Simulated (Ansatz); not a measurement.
# C₃H₄F₄O: how energies converge with the basis set

How large a basis does C₃H₄F₄O need? Two functionals are run in growing sets.

Computed with Ansatz 0.2.0, Gaussian basis. Level: one geometry, several basis sets.

Plan: PBE0-D4/def2-SVP; ωB97M-V/def2-SVP; PBE0-D4/def2-QZVPP; ωB97M-V/def2-QZVPP; the functionals' def2-TZVPP values are taken from earlier runs.

### Step 1. The relaxed structure

The geometry comes from an earlier relaxation with PBE0-D4 in a triple-zeta def2 set; it is a stationary point, not always the lowest conformer.

SMILES `FCCOC(F)(F)F`, 12 atoms, charge 0, spin multiplicity 1.

Atoms are counted from 1 here; the program's logs count them from 0.

Bond lengths: F1–C2 1.376 Å, C2–C3 1.498 Å, C2–H9 1.094 Å, C2–H10 1.094 Å, C3–O4 1.427 Å, C3–H11 1.093 Å, C3–H12 1.095 Å, O4–C5 1.336 Å, C5–F6 1.340 Å, C5–F7 1.321 Å, C5–F8 1.343 Å. Angles: F1–C2–C3 110.7°, F1–C2–H9 108.4°, F1–C2–H10 108.3°, C3–C2–H9 109.2°, C3–C2–H10 110.7°, H9–C2–H10 109.5°, C2–C3–O4 108.0°, C2–C3–H11 110.2°, C2–C3–H12 109.4°, O4–C3–H11 110.0°, O4–C3–H12 109.8°, H11–C3–H12 109.4°, C3–O4–C5 115.9°, O4–C5–F6 112.7°, O4–C5–F7 108.4°, O4–C5–F8 112.5°, F6–C5–F7 108.4°, F6–C5–F8 106.4° and more.

As a file:

```mol
C3H4F4O
  3D, bonds by distance, orders not assigned

 12 11  0  0  0  0  0  0  0  0999 V2000
    1.2199    0.8324    1.9890 F   0  0
    1.3815   -0.2311    1.1310 C   0  0
    0.1249   -0.4823    0.3550 C   0  0
   -0.0347    0.5806   -0.5843 O   0  0
   -1.1748    0.5782   -1.2807 C   0  0
   -2.2577    0.6933   -0.4998 F   0  0
   -1.1539    1.5997   -2.1178 F   0  0
   -1.3385   -0.5483   -1.9928 F   0  0
    1.6222   -1.1193    1.7231 H   0  0
    2.2128   -0.0051    0.4574 H   0  0
   -0.7345   -0.5177    1.0297 H   0  0
    0.2096   -1.4357   -0.1758 H   0  0
  1  2  8  0
  2  3  8  0
  3  4  8  0
  4  5  8  0
  5  6  8  0
  5  7  8  0
  5  8  8  0
  2  9  8  0
  2 10  8  0
  3 11  8  0
  3 12  8  0
M  END
```

### Step 2. PBE0-D4 in def2-SVP

in.yaml reads:

```yaml
crystal:
  periodic: [false, false, false]
  atoms:
    - {symbol: F, position_ang: [1.219947, 0.832395, 1.989002]}
    - {symbol: C, position_ang: [1.381519, -0.231096, 1.130974]}
    - {symbol: C, position_ang: [0.124901, -0.482275, 0.355048]}
    - {symbol: O, position_ang: [-0.034670, 0.580574, -0.584298]}
    - {symbol: C, position_ang: [-1.174791, 0.578230, -1.280651]}
    - {symbol: F, position_ang: [-2.257666, 0.693344, -0.499794]}
    - {symbol: F, position_ang: [-1.153915, 1.599734, -2.117801]}
    - {symbol: F, position_ang: [-1.338496, -0.548285, -1.992797]}
    - {symbol: H, position_ang: [1.622239, -1.119296, 1.723109]}
    - {symbol: H, position_ang: [2.212773, -0.005128, 0.457394]}
    - {symbol: H, position_ang: [-0.734543, -0.517713, 1.029652]}
    - {symbol: H, position_ang: [0.209601, -1.435681, -0.175837]}
basis:
  gaussian: {orbitals: def2-SVP}
hamiltonian: {xc: pbe0, dispersion: d4}
output: {orbitals: {seedname: orbitals}}
```

Command:

```console
> ansatz run in.yaml --threads 4 --pin off --events-out ev --progress --plain --max-ram 11315MiB
```

The runs that follow: ωB97M-V in def2-SVP; PBE0-D4 in def2-QZVPP; ωB97M-V in def2-QZVPP.

**Question.** What will the summary of the whole plan be? Wanted: PBE0-D4: double and triple zeta above quadruple; ωB97M-V: double and triple zeta above quadruple.

**Answer**, as computed:

| quantity | value |
| --- | --- |
| PBE0-D4: double and triple zeta above quadruple | 19.98, 0.82 eV |
| ωB97M-V: double and triple zeta above quadruple | 20.40, 0.78 eV |

**Reading.** For PBE0-D4 the step from double to triple zeta gains 19.16 eV and the next only 0.82 eV. These are total energies; as a rule much of such shifts cancels in differences, which this series doesn't test. The LUMO of ωB97M-V is positive and keeps falling with the basis (3.44 to 1.78 eV): an unbound level that the basis holds in place.
